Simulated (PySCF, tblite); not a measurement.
**C₅H₁₀BrGaO: geometry, infrared bands and NMR shifts**

What infrared bands and NMR shifts should C₅H₁₀BrGaO (`C=C(Br)C(C)(C)[O][GaH2]`) show?

The runs use tblite 0.8.0 and PySCF 2.14.0, with density-fitted response routines of our own; the level of theory stands in each step. All values are computed, except where a source is named. Atoms count from 0, in the outputs and in this text.

### 1 Starting geometry

18 atoms, charge 0, multiplicity 1; geometry from: force field or distance geometry start.

Bonds of the start (Å): C0–C1 1.32, C1–Br2 1.94, C1–C3 1.47, C3–C4 1.53, C3–C5 1.51, C3–O6 1.37, O6–Ga7 1.69, C0–H8 1.09, C0–H9 1.10, C4–H10 1.11, C4–H11 1.12, C4–H12 1.12, C5–H13 1.13, C5–H14 1.12, C5–H15 1.10, Ga7–H16 1.60, Ga7–H17 1.61.

### 2 Relaxing the molecule with GFN2-xTB

What the job is given:

```
{"job": {"kind": "relax", "xc": "GFN2-xTB", "basis": "xTB"}, "charge": 0, "multiplicity": 1}
C     -1.725400     1.004000     1.203800
C     -0.511500     0.526100     0.995700
Br     0.754200     0.792400     2.439300
C     -0.074300    -0.178500    -0.212500
C      0.395900    -1.597600     0.128100
C     -1.242500    -0.206500    -1.174000
O      0.959500     0.414000    -0.893500
Ga     2.563100     0.914200    -0.739600
H     -1.886400     1.504300     2.162500
H     -2.531600     0.909500     0.467400
H      0.087600    -2.339100    -0.641500
H      1.511300    -1.577700     0.107800
H      0.085600    -1.871600     1.171600
H     -0.837500    -0.520400    -2.177100
H     -1.533600     0.870500    -1.317700
H     -2.107600    -0.782700    -0.822000
H      2.619000     2.478700    -0.432900
H      3.465300    -0.333300    -0.277100
```

Launch:

```bash
$ OMP_NUM_THREADS=1 python probes_run.py task.json out
```

This one command runs all jobs of the session in turn.

**Question.** This job is followed by: GFN2-xTB harmonic vibrations, gas phase; GIAO PBE0/pcSseg-1 NMR shielding, non-relativistic, gas phase. Predict these results of the whole session: strongest single infrared mode (GFN2-xTB); zero-point energy (GFN2-xTB); 13C shifts against TMS (PBE0/pcSseg-1, means over atoms taken as alike); 1H shifts against TMS (PBE0/pcSseg-1, means over atoms taken as alike); 79Br shifts against HBr (PBE0/pcSseg-1); 17O shifts against H2O (PBE0/pcSseg-1); shieldings of Ga (PBE0/pcSseg-1).

**Answer**, as computed:

| quantity | value |
| --- | --- |
| strongest single infrared mode (GFN2-xTB) | 1716 cm⁻¹, 498 km/mol |
| zero-point energy (GFN2-xTB) | 81.3 kcal/mol |
| 13C shifts against TMS (PBE0/pcSseg-1, means over atoms taken as alike) | 178.7, 119.2, 80.5, 31.9 ppm |
| 1H shifts against TMS (PBE0/pcSseg-1, means over atoms taken as alike) | 5.96, 5.64, 5.12, 1.55 ppm |
| 79Br shifts against HBr (PBE0/pcSseg-1) | 482 ppm |
| 17O shifts against H2O (PBE0/pcSseg-1) | 98.0 ppm |
| shieldings of Ga (PBE0/pcSseg-1) | Ga7 1426.1 ppm |

What this shows: Relaxing lowered the energy by 1.151 eV in 82 steps; the close pair that moved most is Br2–Ga7, from 3.660 to 2.636 Å. No mode is imaginary among the 48: a minimum at this level. The strongest single mode, at 1716 cm⁻¹, moves mainly H17. Unscaled tight-binding wavenumbers are off by several per cent, some by more. Its intensities can rank the bands wrongly. C1 stands next to heavy halogen, whose spin-orbit shielding this run leaves out, so the computed shift lies too far downfield, most of all for carbon beside Br or I. At PBE0/pcSseg-1: Shielding is most anisotropic at Br2 (span 1253 ppm, paramagnetic term -985 ppm). Spin-orbit coupling is left out, which matters for shieldings and couplings at and beside the heavy atoms.
